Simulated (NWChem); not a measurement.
# wB97X/6-31G(d) (density fitting with ahlrichs coulomb fitting, spherical functions) run of ZnHClO (SMILES [OH][Zn][Cl])

Aim: the vertical ionisation energy of ZnHClO at wB97X/6-31G* (density fitting with ahlrichs coulomb fitting, spherical functions), from 2 runs. 

The results are computed with NWChem 7.3.0.

## 1. The system as given

The species is ZnHClO (4 atoms), meant as a singlet with charge 0. As SMILES, `[OH][Zn][Cl]`. Geometry: relaxed at PBE0-D4/def2-TZVP.

Bond lengths: O1–Zn2 1.766 Å, Zn2–Cl3 2.083 Å, O1–H4 0.959 Å. Angles: O1–Zn2–Cl3 176.1°, Zn2–O1–H4 115.4°.

## 2. The energy at wB97X/6-31G(d) (density fitting with ahlrichs coulomb fitting, spherical functions)

The input, input.xyz:

```xyz
4
ClHOZn
O     -0.716000     0.885400    -0.620700
Zn     0.441300    -0.155500     0.214300
Cl     1.897200    -1.276500     1.196100
H     -1.567100     0.486300    -0.810000
```

The input, input.nw:

```
start input
title "ClHOZn"
memory 2200 mb
geometry units angstroms noautosym nocenter noautoz
  load format xyz input.xyz
end
basis "ao basis" spherical bse
  * library 6-31G*
end
basis "cd basis" spherical
  * library "ahlrichs coulomb fitting"
end
dft
  xc wb97x
  grid fine
  convergence energy 1e-08
  iterations 100
  mulliken
  noprint "final vectors analysis"
end
task dft
```

Started as:

```bash
$ nwchem input.nw > input.out
```

Standard output:

```text
[...]
          Wavefunction type:  closed shell.
          No. of atoms     :     4
          No. of electrons :    56
[...]
          Charge           :     0
          Spin multiplicity:     1
[...]
          AO basis - number of functions:    68
[...]
              XC Information
              --------------
                       wb97x  Method XC Functional
                     Hartree-Fock (Exact) Exchange  1.000
                         wb97x Exchange Functional  1.000
                      wb97x Correlation Functional  1.000
[...]
 d= 0,ls=0.0,diis     1  -2315.0605929347 -2.55D+03  1.51D-02  7.51D-01     2.1
[...]
 d= 0,ls=0.0,diis    11  -2315.1527369650 -3.66D-09  3.14D-07  7.50D-10    17.9
         Total DFT energy =    -2315.152736964952
      One electron energy =    -3687.410969324074
           Coulomb energy =     1247.370800711903
    Exchange-Corr. energy =     -108.505680561255
 Nuclear repulsion energy =      233.393112208473
[...]
      Total Density - Mulliken Population Analysis
     ---------------------------------------------
    Atom       Charge   Shell Charges
 -----------   ------   -------------------------------------------------------
    1 O    8     8.83   2.00  0.89  2.88  0.98  2.05  0.02
    2 Zn  30    29.25   2.00  2.00  6.00  2.00  6.00  0.67  0.58  0.06  0.07  6.78  3.08  0.01
    3 Cl  17    17.35   2.00  2.00  5.97  1.37  3.64  0.57  1.79  0.01
    4 H    1     0.58   0.47  0.10
[...]
```

Run time: 19 s. Hardware: 1 thread of AMD EPYC 9R14 (Zen 4), shared host; peak memory 0.12 GiB.

## 3. The doublet cation

The input, calc.xyz:

```xyz
4
ClHOZn wB97X
O     -0.716000     0.885400    -0.620700
Zn     0.441300    -0.155500     0.214300
Cl     1.897200    -1.276500     1.196100
H     -1.567100     0.486300    -0.810000
```

The input, calc.nw:

```
start calc
title "ClHOZn wB97X"
memory stack 880 mb heap 220 mb global 1100 mb
charge 1

geometry noautosym nocenter noautoz
   load calc.xyz
end

basis "ao basis" spherical bse
   * library 6-31G*
end

basis "cd basis" spherical
   * library "ahlrichs coulomb fitting"
end

dft
   xc wb97x
   mult 2
   grid fine
   convergence energy 1e-08
   iterations 100
   mulliken
   print low
end

task dft
```

Started as:

```bash
$ nwchem calc.nw > calc.out
```

Standard output:

```text
[...]
 d= 0,ls=0.0,diis     1  -2314.4603236411 -2.55D+03  1.05D-02  1.25D+00     2.2
[...]
 d= 0,ls=0.0,diis    17  -2314.7437634824 -1.31D-09  2.62D-07  8.81D-11    29.8
[...]
         Total DFT energy =    -2314.743763482371
      One electron energy =    -3672.064393475051
           Coulomb energy =     1232.051388528619
    Exchange-Corr. energy =     -108.123870744413
 Nuclear repulsion energy =      233.393112208473
[...]
      Total Density - Mulliken Population Analysis
     ---------------------------------------------
    Atom       Charge   Shell Charges
 -----------   ------   -------------------------------------------------------
    1 O    8     8.43   2.00  0.94  2.80  0.98  1.68  0.02
    2 Zn  30    29.06   2.00  2.00  6.00  2.00  6.00  0.65  0.55  0.01  0.00  6.78  3.06  0.01
    3 Cl  17    17.05   2.00  2.00  5.97  1.41  3.59  0.54  1.53  0.02
    4 H    1     0.47   0.45  0.02
[...]
      <S2> =      0.7599 (Exact =     0.7500)
[...]
```

Run time: 31 s. Hardware: 1 thread of AMD EPYC 9R14 (Zen 4), shared host; peak memory 0.12 GiB.

## 4. What came out

Level: wB97X/6-31G* (density fitting with ahlrichs coulomb fitting, spherical functions).

| quantity | value |
| --- | --- |
| singlet ZnHClO: total energy | -2315.15274 Eh |
| singlet ZnHClO: dipole moment | 2.17 D |
| doublet cation: total energy | -2314.74376 Eh |
| doublet cation: ⟨S²⟩ | 0.760 |
| vertical ionisation energy (to the doublet cation) | 11.129 eV |

In words: The vertical ionisation energy comes to 11.13 eV (1074 kJ/mol). Mulliken charges (singlet ZnHClO) run from -0.83 on O1 to +0.75 on Zn2.
